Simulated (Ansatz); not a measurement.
# C3HF5: geometry at several levels

Aim: geometry at several levels, for C3HF5, with the cost of each level.

Program: Ansatz 0.2.0. Level of theory: the levels named in each step. These are calculated values, not measurements.

**1. The starting structure**

Bond lengths: F1–C2 1.322 Å, C2–C3 1.328 Å, C3–F4 1.336 Å, C3–C5 1.513 Å, C5–F6 1.339 Å, C5–F7 1.335 Å, C5–F8 1.335 Å, C2–H9 1.081 Å. Angles: F1–C2–C3 122.7°, F1–C2–H9 114.0°, C3–C2–H9 123.3°, C2–C3–F4 123.6°, C2–C3–C5 123.0°, F4–C3–C5 113.4°, C3–C5–F6 111.0°, C3–C5–F7 112.1°, C3–C5–F8 112.1°, F6–C5–F7 107.1°, F6–C5–F8 107.1°, F7–C5–F8 107.2°.

Coordinates:

```xyz
9

F     2.7862   -0.0059    0.2406
C     1.5493   -0.4720    0.2396
C     0.4949    0.2913   -0.0233
F     0.5784    1.5937   -0.3109
C    -0.9231   -0.2350   -0.0261
F    -0.9496   -1.5413    0.2675
F    -1.5112   -0.0879   -1.2154
F    -1.6908    0.3851    0.8727
H     1.4770   -1.5249    0.4715
```

**2. A rough first relaxation, PBE-D4/def2-SVP**

Contents of input.yaml:

```yaml
crystal:
  periodic: [false, false, false]
  atoms:
    - { symbol: F, position_ang: [2.78616, -0.00592, 0.24056] }
    - { symbol: C, position_ang: [1.54926, -0.47202, 0.2396] }
    - { symbol: C, position_ang: [0.49488, 0.29129, -0.02334] }
    - { symbol: F, position_ang: [0.57842, 1.59368, -0.31085] }
    - { symbol: C, position_ang: [-0.92314, -0.23499, -0.02611] }
    - { symbol: F, position_ang: [-0.94965, -1.54131, 0.26749] }
    - { symbol: F, position_ang: [-1.51116, -0.0879, -1.21543] }
    - { symbol: F, position_ang: [-1.6908, 0.38508, 0.87265] }
    - { symbol: H, position_ang: [1.47704, -1.52493, 0.47154] }
basis:
  gaussian: { orbitals: def2-SVP }
hamiltonian:
  xc: pbe
  dispersion: d4
relax:
  f_tol: 0.03
  max_steps: 200
```

Run with:

```bash
ansatz run input.yaml --threads 4 --pin off --max-ram 10240MiB --backend cpu --events-out ev --progress --plain --runs-dir out
```

Standard output, shortened:

```text
Warning: RAYON_NUM_THREADS=4 ignored (pool sized by the plan → 4); use --threads N
[...]
Functional definition: PBE
[...]
1272 factors; their error is unknown
[...]
mean field -16681.34828989 eV, -613.0282426293 hartree, gradient 5.7e-5 eV, S^2 0.000000; 0 other end points of the search recorded, 0 dependent functions left out
[...]
reference -16681.34830749 eV, -613.0282432762 hartree; 32, 32 occupied and 85, 85 virtual orbitals, 1272 factors
relax step   1: F+E_penalty+E_count = -16681.52478752 eV  Δ(F+E_penalty+E_count) = +0.000e0 eV  max|allowed force component| = 1.055e0 eV/Å  Δτ_max = 0.0000 Å  (29 SCF iters, accepted)
[...]
relax step   3: F+E_penalty+E_count = -16681.57098193 eV  Δ(F+E_penalty+E_count) = -5.182e-3 eV  max|allowed force component| = 7.921e-2 eV/Å  Δτ_max = 0.0097 Å  (32 SCF iters, accepted)
[...]
relax step   4: F+E_penalty+E_count = -16681.57114393 eV  Δ(F+E_penalty+E_count) = -1.620e-4 eV  max|allowed force component| = 1.502e-2 eV/Å  Δτ_max = 0.0030 Å  (33 SCF iters, accepted)
1272 factors; their error is unknown
mean field -16681.39505326 eV, -613.0299611517 hartree, gradient 2.0e-5 eV, S^2 0.000000; 1 other end points of the search recorded, 0 dependent functions left out
[...]
reference -16681.39507086 eV, -613.0299617986 hartree; 32, 32 occupied and 85, 85 virtual orbitals, 1272 factors
Total energy: -16681.57116153 eV, -613.0364330112 hartree
Atom 0 at     2.794421     0.015153     0.236291 Å, force    -0.012303     0.008461    -0.001961 eV/Å
Atom 1 at     1.557260    -0.476963     0.241757 Å, force     0.010936    -0.010973     0.000568 eV/Å
Atom 2 at     0.482874     0.288622    -0.023760 Å, force    -0.013498    -0.012643     0.001731 eV/Å
Atom 3 at     0.572093     1.591474    -0.310887 Å, force     0.007651     0.000678     0.000643 eV/Å
Atom 4 at    -0.928147    -0.241353    -0.025159 Å, force     0.015018     0.002929     0.000818 eV/Å
Atom 5 at    -0.945551    -1.560570     0.272160 Å, force    -0.001581     0.008830    -0.002217 eV/Å
Atom 6 at    -1.508585    -0.071985    -1.232711 Å, force    -0.001561    -0.001070     0.004676 eV/Å
Atom 7 at    -1.690488     0.406955     0.881623 Å, force    -0.001500    -0.002884    -0.003588 eV/Å
Atom 8 at     1.477134    -1.548353     0.476796 Å, force    -0.003162     0.006672    -0.000670 eV/Å
Dipole moment:     0.144281    -0.234174     0.065351 e Å
```

Run time: 6.4 s. Hardware: 4 threads of Arm Neoverse V1, shared host; peak memory 0.16 GiB.

Step by step:

```
step  energy from step 1 (eV)  largest force component (eV/Å)
   1                   0.0000                          1.0550
   2                  -0.0410                          0.3063
   3                  -0.0462                          0.0792
   4                  -0.0464                          0.0150
```

Step 1 is the start.

Before: Bond lengths: F1–C2 1.322 Å, C2–C3 1.328 Å, C3–F4 1.336 Å, C3–C5 1.513 Å, C5–F6 1.339 Å, C5–F7 1.335 Å, C5–F8 1.335 Å, C2–H9 1.081 Å. Angles: F1–C2–C3 122.7°, F1–C2–H9 114.0°, C3–C2–H9 123.3°, C2–C3–F4 123.6°, C2–C3–C5 123.0°, F4–C3–C5 113.4°, C3–C5–F6 111.0°, C3–C5–F7 112.1°, C3–C5–F8 112.1°, F6–C5–F7 107.1°, F6–C5–F8 107.1°, F7–C5–F8 107.2°.

After: Bond lengths: F1–C2 1.331 Å, C2–C3 1.346 Å, C3–F4 1.337 Å, C3–C5 1.507 Å, C5–F6 1.352 Å, C5–F7 1.350 Å, C5–F8 1.350 Å, C2–H9 1.100 Å. Angles: F1–C2–C3 122.1°, F1–C2–H9 115.4°, C3–C2–H9 122.6°, C2–C3–F4 122.9°, C2–C3–C5 123.2°, F4–C3–C5 113.9°, C3–C5–F6 110.8°, C3–C5–F7 111.0°, C3–C5–F8 111.0°, F6–C5–F7 108.3°, F6–C5–F8 108.3°, F7–C5–F8 107.3°.

**3. Relaxation, HF/STO-3G**

Contents of input.yaml:

```yaml
crystal:
  periodic: [false, false, false]
  atoms:
    - { symbol: F, position_ang: [2.79442091, 0.01515302, 0.23629116] }
    - { symbol: C, position_ang: [1.55726005, -0.47696343, 0.24175655] }
    - { symbol: C, position_ang: [0.48287358, 0.28862246, -0.02375963] }
    - { symbol: F, position_ang: [0.57209311, 1.59147357, -0.31088749] }
    - { symbol: C, position_ang: [-0.92814726, -0.24135281, -0.02515946] }
    - { symbol: F, position_ang: [-0.94555132, -1.56057009, 0.27215959] }
    - { symbol: F, position_ang: [-1.5085852, -0.07198505, -1.23271055] }
    - { symbol: F, position_ang: [-1.69048803, 0.40695519, 0.88162348] }
    - { symbol: H, position_ang: [1.47713416, -1.54835287, 0.47679636] }
basis:
  gaussian: { orbitals: STO-3G }
hamiltonian:
  xc: hf
relax:
  f_tol: 0.002
  max_steps: 150
```

Run with:

```bash
ansatz run input.yaml --threads 4 --pin off --max-ram 10240MiB --backend cpu --events-out ev --progress --plain --runs-dir out
```

Standard output, shortened:

```text
Warning: RAYON_NUM_THREADS=4 ignored (pool sized by the plan → 4); use --threads N
[...]
Functional definition: HF
[...]
642 factors; integrals over basis functions are off by at most 1.3e-5 eV
[...]
mean field -16406.92945316 eV, -602.9435363873 hartree, gradient 7.9e-6 eV, S^2 0.000000; 0 other end points of the search recorded, 0 dependent functions left out
[...]
reference -16406.92945316 eV, -602.9435363873 hartree; 32, 32 occupied and 9, 9 virtual orbitals, 642 factors
relax step   1: F+E_penalty+E_count = -16406.92945316 eV  Δ(F+E_penalty+E_count) = +0.000e0 eV  max|allowed force component| = 3.041e0 eV/Å  Δτ_max = 0.0000 Å  (28 SCF iters, accepted)
[...]
relax step   7: F+E_penalty+E_count = -16407.10231284 eV  Δ(F+E_penalty+E_count) = -1.045e-5 eV  max|allowed force component| = 3.189e-3 eV/Å  Δτ_max = 0.0006 Å  (26 SCF iters, accepted)
[...]
reference -16407.10231355 eV, -602.9498888895 hartree; 32, 32 occupied and 9, 9 virtual orbitals, 642 factors
Total energy: -16407.10231355 eV, -602.9498888895 hartree
Atom 0 at     2.836496    -0.014996     0.246804 Å, force    -0.000509    -0.000397     0.000074 eV/Å
Atom 1 at     1.559067    -0.458872     0.237501 Å, force     0.000262     0.000315     0.000012 eV/Å
Atom 2 at     0.517175     0.312346    -0.026216 Å, force     0.000821    -0.000572    -0.000035 eV/Å
Atom 3 at     0.610340     1.635257    -0.317224 Å, force    -0.000401     0.000141    -0.000074 eV/Å
Atom 4 at    -0.940801    -0.255591    -0.023024 Å, force    -0.000712     0.000014     0.000132 eV/Å
Atom 5 at    -0.939795    -1.593889     0.280390 Å, force     0.000050    -0.000147    -0.000009 eV/Å
Atom 6 at    -1.534826    -0.096768    -1.251953 Å, force     0.000278     0.000089    -0.000267 eV/Å
Atom 7 at    -1.720464     0.392103     0.904858 Å, force     0.000066     0.000179     0.000269 eV/Å
Atom 8 at     1.423817    -1.516609     0.464976 Å, force     0.000145     0.000378    -0.000103 eV/Å
Dipole moment:     0.095691    -0.193162     0.051872 e Å
```

It took 3.2 s on 4 threads of Arm Neoverse V1, shared host; peak memory 0.1 GiB.

Step by step:

| step | energy from step 1 (eV) | largest force component (eV/Å) |
| --- | --- | --- |
| 1 | 0.0000 | 3.0412 |
| 2 | -0.1650 | 0.4434 |
| 3 | -0.1720 | 0.0718 |
| 4 | -0.1724 | 0.0602 |
| 5 | -0.1728 | 0.0561 |
| 6 | -0.1728 | 0.0186 |
| 7 | -0.1729 | 0.0032 |
| 8 | -0.1729 | 0.0008 |

Step 1 is the start.

Before: Bond lengths: F1–C2 1.331 Å, C2–C3 1.346 Å, C3–F4 1.337 Å, C3–C5 1.507 Å, C5–F6 1.352 Å, C5–F7 1.350 Å, C5–F8 1.350 Å, C2–H9 1.100 Å. Angles: F1–C2–C3 122.1°, F1–C2–H9 115.4°, C3–C2–H9 122.6°, C2–C3–F4 122.9°, C2–C3–C5 123.2°, F4–C3–C5 113.9°, C3–C5–F6 110.8°, C3–C5–F7 111.0°, C3–C5–F8 111.0°, F6–C5–F7 108.3°, F6–C5–F8 108.3°, F7–C5–F8 107.3°.

After: Bond lengths: F1–C2 1.352 Å, C2–C3 1.323 Å, C3–F4 1.358 Å, C3–C5 1.565 Å, C5–F6 1.372 Å, C5–F7 1.374 Å, C5–F8 1.374 Å, C2–H9 1.090 Å. Angles: F1–C2–C3 123.6°, F1–C2–H9 115.7°, C3–C2–H9 120.6°, C2–C3–F4 123.8°, C2–C3–C5 121.5°, F4–C3–C5 114.7°, C3–C5–F6 110.7°, C3–C5–F7 111.0°, C3–C5–F8 111.0°, F6–C5–F7 108.1°, F6–C5–F8 108.1°, F7–C5–F8 107.7°.

**4. Relaxation, HF/6-31G***

Edit input.yaml of step 3 so:

```diff
@@ -13,3 +13,3 @@
 basis:
-  gaussian: { orbitals: STO-3G }
+  gaussian: { orbitals: "6-31G*" }
 hamiltonian:
```

Run with:

```bash
ansatz run input.yaml --threads 4 --pin off --max-ram 10240MiB --backend cpu --events-out ev --progress --plain --runs-dir out
```

Standard output, shortened:

```text
Warning: RAYON_NUM_THREADS=4 ignored (pool sized by the plan → 4); use --threads N
[...]
[... 1 set-up line as earlier in the session ...]
[...]
1210 factors; integrals over basis functions are off by at most 4.1e-4 eV
[...]
mean field -16635.19996169 eV, -611.3323228487 hartree, gradient 2.2e-5 eV, S^2 0.000000; 0 other end points of the search recorded, 0 dependent functions left out
[...]
reference -16635.19996169 eV, -611.3323228487 hartree; 32, 32 occupied and 90, 90 virtual orbitals, 1210 factors
relax step   1: F+E_penalty+E_count = -16635.19996169 eV  Δ(F+E_penalty+E_count) = +0.000e0 eV  max|allowed force component| = 1.768e0 eV/Å  Δτ_max = 0.0000 Å  (33 SCF iters, accepted)
[...]
relax step   6: F+E_penalty+E_count = -16635.38852924 eV  Δ(F+E_penalty+E_count) = -1.330e-5 eV  max|allowed force component| = 7.215e-3 eV/Å  Δτ_max = 0.0007 Å  (24 SCF iters, accepted)
[...]
Total energy: -16635.38853165 eV, -611.3392526666 hartree
Atom 0 at     2.749152     0.028775     0.229462 Å, force     0.000116     0.000449    -0.000215 eV/Å
Atom 1 at     1.534341    -0.476945     0.239539 Å, force     0.000219    -0.000416     0.000645 eV/Å
Atom 2 at     0.486523     0.262167    -0.017588 Å, force    -0.001481     0.000748    -0.000367 eV/Å
Atom 3 at     0.568896     1.549212    -0.301642 Å, force     0.001056    -0.000125    -0.000001 eV/Å
Atom 4 at    -0.920160    -0.242309    -0.024275 Å, force     0.000419     0.000770    -0.000156 eV/Å
Atom 5 at    -0.958420    -1.530071     0.264040 Å, force     0.000292    -0.001193     0.000239 eV/Å
Atom 6 at    -1.478730    -0.068326    -1.204809 Å, force    -0.000419     0.000078    -0.000450 eV/Å
Atom 7 at    -1.656231     0.399311     0.860283 Å, force    -0.000464     0.000225     0.000372 eV/Å
Atom 8 at     1.485639    -1.518833     0.471100 Å, force     0.000262    -0.000536    -0.000067 eV/Å
Dipole moment:     0.129378    -0.340699     0.088187 e Å
```

Run time: 8.1 s. Hardware: 4 threads of Arm Neoverse V1, shared host; peak memory 0.28 GiB.

Step by step:

| step | E - E(step 1) (eV) | largest force component (eV/Å) |
| --- | --- | --- |
| 1 | 0.0000 | 1.7683 |
| 2 | -0.1752 | 0.5699 |
| 3 | -0.1882 | 0.0320 |
| 4 | -0.1885 | 0.0227 |
| 5 | -0.1886 | 0.0106 |
| 6 | -0.1886 | 0.0072 |
| 7 | -0.1886 | 0.0015 |

Step 1 is the start.

Before: Bond lengths: F1–C2 1.331 Å, C2–C3 1.346 Å, C3–F4 1.337 Å, C3–C5 1.507 Å, C5–F6 1.352 Å, C5–F7 1.350 Å, C5–F8 1.350 Å, C2–H9 1.100 Å. Angles: F1–C2–C3 122.1°, F1–C2–H9 115.4°, C3–C2–H9 122.6°, C2–C3–F4 122.9°, C2–C3–C5 123.2°, F4–C3–C5 113.9°, C3–C5–F6 110.8°, C3–C5–F7 111.0°, C3–C5–F8 111.0°, F6–C5–F7 108.3°, F6–C5–F8 108.3°, F7–C5–F8 107.3°.

After: Bond lengths: F1–C2 1.316 Å, C2–C3 1.308 Å, C3–F4 1.321 Å, C3–C5 1.494 Å, C5–F6 1.320 Å, C5–F7 1.318 Å, C5–F8 1.318 Å, C2–H9 1.068 Å. Angles: F1–C2–C3 121.4°, F1–C2–H9 114.7°, C3–C2–H9 123.9°, C2–C3–F4 122.9°, C2–C3–C5 124.4°, F4–C3–C5 112.8°, C3–C5–F6 110.8°, C3–C5–F7 111.0°, C3–C5–F8 111.0°, F6–C5–F7 108.2°, F6–C5–F8 108.2°, F7–C5–F8 107.5°.

(Part 1 of 2 ends here.)
